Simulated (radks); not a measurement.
**Valence configurations of Tm**

One table from this session's results is given with a row withheld; the runs are named, their logs left out.

The numbers are computed with radks (a radial shooting solver on a logarithmic mesh, Libxc functionals) version 1 (scalar-relativistic Kohn-Sham, BLYP, spin-unpolarised, spherical densities, point nucleus), except any that are marked as measured or tabulated.

1 further run of the same task is left out (it didn't finish).

**What is computed**

* element: thulium (Z = 69)
* charge: 0
* electrons: 69
* configuration: [Xe] 4f13 6s2
* others tried: 4f13 6s1.5 6p0.5; 4f13 5d1 6s1; 4f12 6s2 6p1; 4f12 5d1 6s2; 4f13 6s0.5 6p1.5; 4f13 6s1 6p1; 4f13 6p2; 4f13.5 6s1.5

The outer shells:

Tm
```
[Xe] core
4f [↑↓][↑↓][↑↓][↑↓][↑↓][↑↓][↑ ]
6s [↑↓]
```

Set-up of the first run:

The run's settings:

```text
Z 69
configuration [Xe] 4f13 6s2
relativity scalar-relativistic
functional b88,lyp
spin unpolarised
nucleus point
c 137.035999084
```

Steps of the session up to this table: [Xe] 4f13 6s2.

One table of the session follows, with a row left open; its other results are not shown here.

It belongs to the step «[Xe] 4f13 6s2». Sizes of the orbitals, from the radial functions (bohr):

| level | <r> | outermost maximum (interpolated) | 90 % within | nodes |
| --- | --- | --- | --- | --- |
| 3d | 0.1999 | 0.163 | 0.311 | 0 |
| 4s | 0.4978 | 0.464 | 0.715 | 3 |
| 4p | 0.5284 | 0.486 | 0.769 | 2 |
| 4d | 0.5716 | 0.501 | 0.860 | 1 |
| 5s | 1.230 | 1.09 | 1.78 | 4 |
| 5p | ? | ? | ? | ? |
| 6s | 3.951 | 3.27 | 5.92 | 5 |
| 4f | 0.8128 | 0.495 | 1.43 | 0 |

**Question.** Estimate the row for 5p.

**Answer.** <r>: 1.476; outermost maximum (interpolated): 1.25; 90 % within: 2.19; nodes: 3. In the column «<r>» it lies between 5s (1.230) and 6s (3.951).
